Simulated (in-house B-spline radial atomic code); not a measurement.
# Rb⁵⁺: excited configurations

Wanted: excitation energies of Rb⁵⁺ as differences of total energies (ΔSCF).

Program: in-house B-spline radial atomic code version 1. Level of theory: Dirac-Hartree-Fock, average of configuration, Fermi nucleus, basis-set limit. These are calculated values, not measurements, unless marked.

### 1 The atom as given

| Item | Value |
| --- | --- |
| element | rubidium (Z = 37) |
| charge | +5 |
| electrons | 32 |
| configuration | [Ar] 3d10 4s2 4p2 |
| Hamiltonian | Dirac-Coulomb |
| nucleus | Fermi, rms radius 4.204 fm |

Outer shells as boxes (Hund's rule):

[Ar] 3d10 4s2 4p2
```
[Ar] core
3d [↑↓][↑↓][↑↓][↑↓][↑↓]
4s [↑↓]
4p [↑ ][↑ ][  ]
```

The boxes draw the filling by Hund's rule, which heavy ions in jj coupling don't follow; these runs average over all states of the configuration.

Settings, as recorded:

```ini
Z = 37
electrons = 32.0
configuration = [Ar] 3d10 4s2 4p2
hamiltonian = dirac
method = hf
spin_polarised = False
nucleus = fermi
rms_radius = 4.2036
mass_number = 85
atomic_mass = 84.91178973604
speed_of_light = 137.035999084
```

From the earlier run of the reference: total energy -2972.868791 hartree. Levels, eight at most:

```tsv
orbital	occupation	energy (eV)	<r> (bohr)
3s1/2	2	-411.71	0.5064
3p1/2	2	-336.82	0.5091
3p3/2	4	-327.18	0.5187
3d3/2	4	-197.12	0.5166
3d5/2	6	-195.48	0.5202
4s1/2	2	-100.57	1.347
4p1/2	0.666667	-82.823	1.466
4p3/2	1.33333	-81.580	1.487
```

### 2 Configuration [Ar] 3d10 4s1 4p2 7g1

Settings, as recorded:

```ini
Z = 37
electrons = 32.0
configuration = [Ar] 3d10 4s1 4p2 7g1
hamiltonian = dirac
method = hf
spin_polarised = False
nucleus = fermi
rms_radius = 4.2036
mass_number = 85
atomic_mass = 84.91178973604
speed_of_light = 137.035999084
```

### 3 [Ar] 3d10 4s2 4p1 7f1

Changes to the settings of step 2:

```diff
@@ -2,3 +2,3 @@
 electrons = 32.0
-configuration = [Ar] 3d10 4s1 4p2 7g1
+configuration = [Ar] 3d10 4s2 4p1 7f1
 hamiltonian = dirac
```

### 4 Configuration [Ar] 3d9 4s2 4p2 4d1

Changes to the settings of step 3:

```diff
@@ -2,3 +2,3 @@
 electrons = 32.0
-configuration = [Ar] 3d10 4s2 4p1 7f1
+configuration = [Ar] 3d9 4s2 4p2 4d1
 hamiltonian = dirac
```

### 5 Configuration [Ar] 3d10 4s2 4p1 5g1

Changes to the settings of step 4:

```diff
@@ -2,3 +2,3 @@
 electrons = 32.0
-configuration = [Ar] 3d9 4s2 4p2 4d1
+configuration = [Ar] 3d10 4s2 4p1 5g1
 hamiltonian = dirac
```

### 6 Configuration [Ar] 3d10 4s2 4p1 4d1

Changes to the settings of step 5:

```diff
@@ -2,3 +2,3 @@
 electrons = 32.0
-configuration = [Ar] 3d10 4s2 4p1 5g1
+configuration = [Ar] 3d10 4s2 4p1 4d1
 hamiltonian = dirac
```

### 7 [Ne] 3s2 3p5 3d10 4s2 4p2 7s1

Changes to the settings of step 6:

```diff
@@ -2,3 +2,3 @@
 electrons = 32.0
-configuration = [Ar] 3d10 4s2 4p1 4d1
+configuration = [Ne] 3s2 3p5 3d10 4s2 4p2 7s1
 hamiltonian = dirac
```

### 8 [Ne] 3s2 3p5 3d10 4s2 4p2 6s1

Changes to the settings of step 7:

```diff
@@ -2,3 +2,3 @@
 electrons = 32.0
-configuration = [Ne] 3s2 3p5 3d10 4s2 4p2 7s1
+configuration = [Ne] 3s2 3p5 3d10 4s2 4p2 6s1
 hamiltonian = dirac
```

### 9 [Ar] 3d10 4s2 4p1 6g1

Changes to the settings of step 8:

```diff
@@ -2,3 +2,3 @@
 electrons = 32.0
-configuration = [Ne] 3s2 3p5 3d10 4s2 4p2 6s1
+configuration = [Ar] 3d10 4s2 4p1 6g1
 hamiltonian = dirac
```

Q: How far above the reference does each configuration lie (order and size, in eV)?

The runs gave:

| net move | configuration | energy above the reference (eV) | with Breit, QED, recoil (eV) | largest <r> (bohr) |
| --- | --- | --- | --- | --- |
| 4p → 4d | [Ar] 3d10 4s2 4p1 4d1 | 28.367 | 28.333 | 1.87 |
| 4p → 5g | [Ar] 3d10 4s2 4p1 5g1 | 62.027 | 61.997 | 4.55 |
| 4p → 6g | [Ar] 3d10 4s2 4p1 6g1 | 68.018 | 67.988 | 7.28 |
| 4p → 7f | [Ar] 3d10 4s2 4p1 7f1 | 71.261 | 71.230 | 10.7 |
| 4s → 7g | [Ar] 3d10 4s1 4p2 7g1 | 90.106 | 90.042 | 10.5 |
| 3d → 4d | [Ar] 3d9 4s2 4p2 4d1 | 134.52 | 134.51 | 1.79 |
| 3p → 6s | [Ne] 3s2 3p5 3d10 4s2 4p2 6s1 | 298.15 | 297.89 | 4.64 |
| 3p → 7s | [Ne] 3s2 3p5 3d10 4s2 4p2 7s1 | 307.37 | 307.10 | 7.05 |

Quantum defects of the promoted electron, δ = n − ζ/√(−2ε) with ζ = 6 and ε its orbital energy in hartree:

| promotion | δ |
| --- | --- |
| 4p → 5g | 0.007 |
| 4p → 6g | 0.011 |
| 4p → 7f | 0.141 |
| 4s → 7g | 0.015 |
| 3p → 6s | 1.717 |
| 3p → 7s | 1.706 |

The lowest of them is 4p → 4d at 28.367 eV and the highest 3p → 7s at 307.37 eV. 4 of them lie more than 2 % above the ionisation threshold that Koopmans' theorem gives (81.580 eV), where such states can decay by emitting an electron. Of those tabulated, the defect is largest for 6s (1.72) and least for 5g (0.01): low angular momentum penetrates the core, high angular momentum stays outside it. Two partly filled shells share a symmetry and can mix in the average, which may lower the energy, for: 3d → 4d; 3p → 6s; 3p → 7s. These are averages over configurations, without correlation, not spectroscopic levels.
